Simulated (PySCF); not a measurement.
The system is SGeH4, in a box.

```
CELL_PARAMETERS angstrom
12.00000 0.00000 0.00000
0.00000 13.00000 0.00000
0.00000 0.00000 12.00000
ATOMIC_POSITIONS crystal
S 0.60571 0.42784 0.60704
Ge 0.52043 0.55237 0.51280
H 0.58330 0.35463 0.53134
H 0.39646 0.52659 0.49720
H 0.57589 0.56783 0.39863
H 0.53429 0.64860 0.58527
```

Base run:

```yaml
Program: PySCF 2.14.0
Functional: PBE
Potentials_or_basis: pob-tzvp-rev2 (all-electron)
k_mesh: 1 × 1 × 1
Occupations: fixed
Spin: no spin polarisation
```

Its results: gap between the frontier levels 5.63 eV.

Problem. After a change of settings the same cell gave: gap between the frontier levels 7.08 eV. Which change was it?
A. functional from PBE to SCAN; dispersion from none to D3
B. functional from PBE to BHandHLYP; dispersion from none to D3
C. functional from PBE to HSE06; dispersion from none to D3

Solution. C.

Caveats: this is a molecule in a periodic box at the Γ point, so its band gap is the HOMO-LUMO gap; relativity is left out, which matters for the heavier elements; the basis of atomic orbitals isn't converged, which shifts pressures, moduli and gaps; this basis is made for solids and lacks diffuse functions, so gaps of a molecule come out too wide by an eV or more; this program's HSE differs a little from the usual definition (some runs).
